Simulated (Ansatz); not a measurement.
**C₃H₁₂GaOP: ionisation energy by level of theory**

An exercise on one series of results from a longer session: the logs are not shown, and one member is left open.

The runs use Ansatz 0.2.0, Gaussian basis; unrestricted cation, the program's frozen cores in correlated methods.

The runs, in order: UKS PBE-D4/def2-TZVPP; UKS r2SCAN-D4/def2-TZVPP; UKS PBE0-D4/def2-TZVPP; UKS B3LYP-D4/def2-TZVPP; UKS wB97X-V/def2-TZVPP; UKS wB97M-V/def2-TZVPP; UKS B2PLYP (frozen core with filled d shells)/def2-TZVPP; UHF-CCSD(T) with filled d shells/def2-TZVPP; UHF-MP2 with filled d shells/def2-QZVPP; extrapolation to the limit; then −ε(HOMO) from the neutral's earlier runs with LDA (SPW92), PBE-D4, revPBE-D4, BLYP-D4, r2SCAN-D4, B97M-V, PBE0-D4, B3LYP-D4, r2SCANh-D4, r2SCAN0-D4, HSE06-D4, BHLYP-D4, CAM-B3LYP-D4, LC-ωPBE, ωB97X-V, ωB97M-V.

**Structure used throughout**

All runs share one geometry, relaxed beforehand with PBE0-D4 in a triple-zeta def2 set.

SMILES `C[O][Ga-]([CH3])([CH3])[PH3+]`, 18 atoms, charge 0, spin multiplicity 1.

Atoms are counted from 1 here; the program's logs count them from 0.

Bond lengths: C1–O2 1.394 Å, C1–H7 1.100 Å, C1–H8 1.097 Å, C1–H9 1.104 Å, O2–Ga3 1.840 Å, Ga3–C4 1.973 Å, Ga3–C5 1.967 Å, Ga3–P6 2.648 Å, C4–H10 1.092 Å, C4–H11 1.092 Å, C4–H12 1.093 Å, C5–H13 1.092 Å, C5–H14 1.093 Å, C5–H15 1.092 Å, P6–H16 1.417 Å, P6–H17 1.410 Å, P6–H18 1.409 Å. Angles: O2–C1–H7 112.8°, O2–C1–H8 109.5°, O2–C1–H9 113.1°, H7–C1–H8 107.4°, H7–C1–H9 106.7°, H8–C1–H9 107.0°, C1–O2–Ga3 121.4°, O2–Ga3–C4 116.0°, O2–Ga3–C5 111.5°, O2–Ga3–P6 80.3°, C4–Ga3–C5 128.6°, C4–Ga3–P6 105.0°, C5–Ga3–P6 101.1°, Ga3–C4–H10 111.2°, Ga3–C4–H11 111.6°, Ga3–C4–H12 110.1°, H10–C4–H11 108.5°, H10–C4–H12 107.6° and more.

Set-up of the first run:

The input, in.yaml:

```yaml
crystal:
  periodic: [false, false, false]
  atoms:
    - {symbol: C, position_ang: [0.001570, -2.154813, -0.962586]}
    - {symbol: O, position_ang: [-0.689496, -0.945249, -0.925309]}
    - {symbol: Ga, position_ang: [0.130812, 0.610026, -0.384358]}
    - {symbol: C, position_ang: [2.075591, 0.498016, -0.070871]}
    - {symbol: C, position_ang: [-0.950302, 2.190751, -0.833479]}
    - {symbol: P, position_ang: [-0.975712, -0.132436, 1.903865]}
    - {symbol: H, position_ang: [0.843156, -2.143772, -1.670734]}
    - {symbol: H, position_ang: [-0.679354, -2.955742, -1.274957]}
    - {symbol: H, position_ang: [0.416305, -2.446704, 0.017662]}
    - {symbol: H, position_ang: [2.411287, 1.282264, 0.611047]}
    - {symbol: H, position_ang: [2.360480, -0.469517, 0.347131]}
    - {symbol: H, position_ang: [2.615402, 0.626118, -1.013044]}
    - {symbol: H, position_ang: [-2.007678, 1.925543, -0.888433]}
    - {symbol: H, position_ang: [-0.652616, 2.588435, -1.807094]}
    - {symbol: H, position_ang: [-0.825340, 2.988696, -0.098096]}
    - {symbol: H, position_ang: [-0.996994, 0.263886, 3.263817]}
    - {symbol: H, position_ang: [-0.744515, -1.505796, 2.123751]}
    - {symbol: H, position_ang: [-2.369995, -0.208104, 1.713489]}
basis:
  gaussian: {orbitals: def2-TZVPP}
total_charge: 1
magnetization: {spin_polarized: true, initial_magnetization: 1}
hamiltonian: {xc: pbe, dispersion: d4}
```

Among the steps run: Cation, UKS PBE-D4/def2-TZVPP; Cation, UKS r2SCAN-D4/def2-TZVPP; Cation, UKS PBE0-D4/def2-TZVPP; Cation, UKS B3LYP-D4/def2-TZVPP; Cation, UKS wB97X-V/def2-TZVPP; Cation, UKS wB97M-V/def2-TZVPP; Cation, UKS B2PLYP (frozen core with filled d shells)/def2-TZVPP; Cation, UHF-CCSD(T) with filled d shells/def2-TZVPP; Cation, UHF-MP2 with filled d shells/def2-QZVPP.

One table of the session follows, with a row left open; its other results are not shown here.

Orbital estimates, from the neutral's runs:

```
  functional  −ε(HOMO) (eV)
 LDA (SPW92)           5.60
      PBE-D4           5.46
   revPBE-D4           5.40
     BLYP-D4           5.37
   r2SCAN-D4           5.73
      B97M-V           5.87
     PBE0-D4           6.88
    B3LYP-D4           6.67
  r2SCANh-D4           6.27
  r2SCAN0-D4           7.09
    HSE06-D4           6.48
    BHLYP-D4           8.28
CAM-B3LYP-D4           8.29
     LC-ωPBE           9.57
     ωB97X-V              ?
     ωB97M-V           9.23
```

Q: Estimate the row for ωB97X-V from the others.

The run gave: −ε(HOMO) (eV): 9.28. In the column «−ε(HOMO) (eV)» it lies between ωB97M-V (9.23) and LC-ωPBE (9.57).
